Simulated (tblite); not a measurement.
# C3H8BBrSi: the cost of one run

The runs use tblite 0.8.0 and PySCF 2.14.0, with density-fitted response routines of our own; the level of theory stands in each step. All values are computed, except where a source is named. Atoms count from 0, in the outputs and in this text.

### 1 The starting structure

14 atoms, charge 0, multiplicity 1; geometry from: force field or distance geometry start.

Bonds of the start (Å): Br0–Si1 2.23, Si1–C2 1.90, C2–B3 1.57, B3–C4 1.57, C4–C5 1.51, C5–Si1 1.89, Si1–H6 1.45, C2–H7 1.10, C2–H8 1.10, B3–H9 1.20, C4–H10 1.12, C4–H11 1.11, C5–H12 1.13, C5–H13 1.09.

### 2 Geometry optimisation with GFN2-xTB

What the job is given:

```
{"job": {"kind": "relax", "xc": "GFN2-xTB", "basis": "xTB"}, "charge": 0, "multiplicity": 1}
Br     0.835100     3.075700     1.077600
Si     0.302300     1.312300    -0.172400
C      1.511300    -0.134900     0.051600
B      0.509400    -1.338600    -0.064000
C     -0.983400    -0.914300    -0.288900
C     -1.219200     0.387500     0.448000
H      0.059700     1.601000    -1.575600
H      1.869200    -0.095000     1.094000
H      2.296700    -0.119600    -0.711400
H      0.881500    -2.464800    -0.217200
H     -1.084600    -0.688300    -1.385200
H     -1.698800    -1.710800     0.012600
H     -1.145600     0.191400     1.554800
H     -2.134300     0.897900     0.154000
```

Command:

```sh
$ OMP_NUM_THREADS=1 python probes_run.py task.json out
```

The driver reads the jobs from task.json and runs them one after another.

**Question.** How long does this first job take on 1 thread of Intel Xeon at 2.50GHz, shared host, and how much memory does it need?

About 1.3 s, with a peak of 0.18 GiB.
